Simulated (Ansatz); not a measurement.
# InSb₃: a line through an energy map

The task here is to estimate one member of a computed series from the others.

Program: Ansatz 0.2.0. Level of theory: DFT PBE, scalar-relativistic, plane waves, PAW. These are calculated values, not measurements.

16 further runs of the same task are left out: 16 set aside as unsound or not needed.

### The structure to begin with

The structure is cubic, space group Pm-3m (No. 221). Conventional cell: a = 4.814 Å, b = 4.814 Å, c = 4.814 Å, α = 90.00°, β = 90.00°, γ = 90.00°. In (site symmetry m-3m) has 12 Sb at 3.40 Å as nearest neighbours. Sb (site symmetry 4/mmm) is surrounded by 4 In at 3.40 Å and 8 Sb at 3.40 Å.

Coordinates:

```cif
data_structure
_symmetry_space_group_name_H-M 'P 1'
_symmetry_Int_Tables_number 1
_cell_length_a 4.8139
_cell_length_b 4.8139
_cell_length_c 4.8139
_cell_angle_alpha 90.000
_cell_angle_beta 90.000
_cell_angle_gamma 90.000
_cell_volume 111.55
loop_
_atom_site_label
_atom_site_type_symbol
_atom_site_fract_x
_atom_site_fract_y
_atom_site_fract_z
_atom_site_occupancy
In1 In 0.00000 0.00000 0.00000 1
Sb1 Sb 0.50000 0.00000 0.50000 1
Sb2 Sb 0.00000 0.50000 0.50000 1
Sb3 Sb 0.50000 0.50000 0.00000 1
```

It goes back to an entry of the Materials Project, which need not be the stable form.

It is the result of an earlier relaxation at this level (volume 27.89 Å³/atom; gap on the mesh: none (metal)).

### Plan of the line

The energy is mapped over volume and the cell's shape.

First coordinate, volume per atom: 7 values from 25.66 to 30.12 Å³. Second coordinate, c/a of the conventional cell: 7 values from 0.834 to 1.200.

Nothing else is relaxed (symmetry fixes all fractional coordinates). Energies count from the relaxed crystal. Points are written as (first, second).

Set-up of the first run:

Input file input.yaml:

```yaml
crystal:
  lattice:
    - [4.4063244213, 0.0, 0.0]
    - [0.0, 4.4063244213, 0.0]
    - [0.0, 0.0, 5.2858267757]
  atoms:
    - { symbol: In, position: [0.0, 0.0, 0.0] }
    - { symbol: Sb, position: [0.5, 0.0, 0.5] }
    - { symbol: Sb, position: [0.0, 0.5, 0.5] }
    - { symbol: Sb, position: [0.5, 0.5, 0.0] }
basis:
  ecutwfc: 420
kpoints:
  mp_grid: { grid: [10, 10, 10] }
hamiltonian:
  xc: pbe
  pseudopotentials: { kind: paw, azcp: { folder: soft_1 } }
scf:
  occupations: { method: gaussian, width: 0.15 }
output:
  forces: true
  stress: true
  eigenvalues: true
```

Run with:

```console
$ ansatz run input.yaml --threads 2 --pin off --max-ram 4096MiB --backend cpu --events-out ev --progress --plain --runs-dir out
```

Steps of the session up to this table: Point (25.66 Å³, 1.200); Grid point (26.40 Å³, 1.200); The run at (27.14 Å³, 1.200); The run at (27.89 Å³, 1.200); Grid point (28.63 Å³, 1.200); Grid point (29.38 Å³, 1.200).

One table of the session follows, with a row left open; its other results are not shown here.

```
volume per atom (Å³)  energy (meV/atom)  slope (meV/atom per Å³)  pressure (GPa)
               25.66               40.1                    −34.0             5.4
               26.40               19.6                    −21.3             3.4
               27.14                7.9                    −10.5             1.7
               27.89                3.7                     −1.2             0.2
               28.63                5.8                      6.8            −1.1
               29.38                  ?                        ?               ?
               30.12               25.9                     19.6            −3.1
```

**Question.** Estimate the row for volume per atom (Å³) = 29.38.

Worked estimate for «energy (meV/atom)». A straight line through the neighbours (28.63, 5.8) and (30.12, 25.9) gives 5.8 + (25.9 − 5.8) × (29.38 − 28.63) / (30.12 − 28.63) = 15.9; a parabola fitted to 3 rows on both sides gives 13.3.

As computed: energy (meV/atom): 13.5; slope (meV/atom per Å³): 13.7; pressure (GPa): −2.2. In «energy (meV/atom)» the line misses by +2.4 and the parabola by -0.2.

Energies count from the relaxed crystal. Rows without a step come from runs not printed here or follow by symmetry. Slopes come from the forces (and the stress, where the cell changes), not from differences of energies.

In words: The lowest point of the line is at 27.89 Å³, 3.7 meV/atom from the zero. Energies and slopes round the minimum, fitted together, put the minimum at 27.989 Å³, with a curvature of about 11 meV/atom per (Å³)². V·d²E/dV² there is about 51 GPa, a bulk modulus under this line's constraint. The well is lopsided: two grid steps out, the energy rises by 16.0 meV/atom towards smaller values and 9.9 meV/atom towards larger ones. The highest point computed, at 25.66 Å³, lies 36.4 meV/atom above the lowest. This is one cut through a surface in two coordinates; the map's lowest point lies off it. The runs treat Sb without spin-orbit coupling.
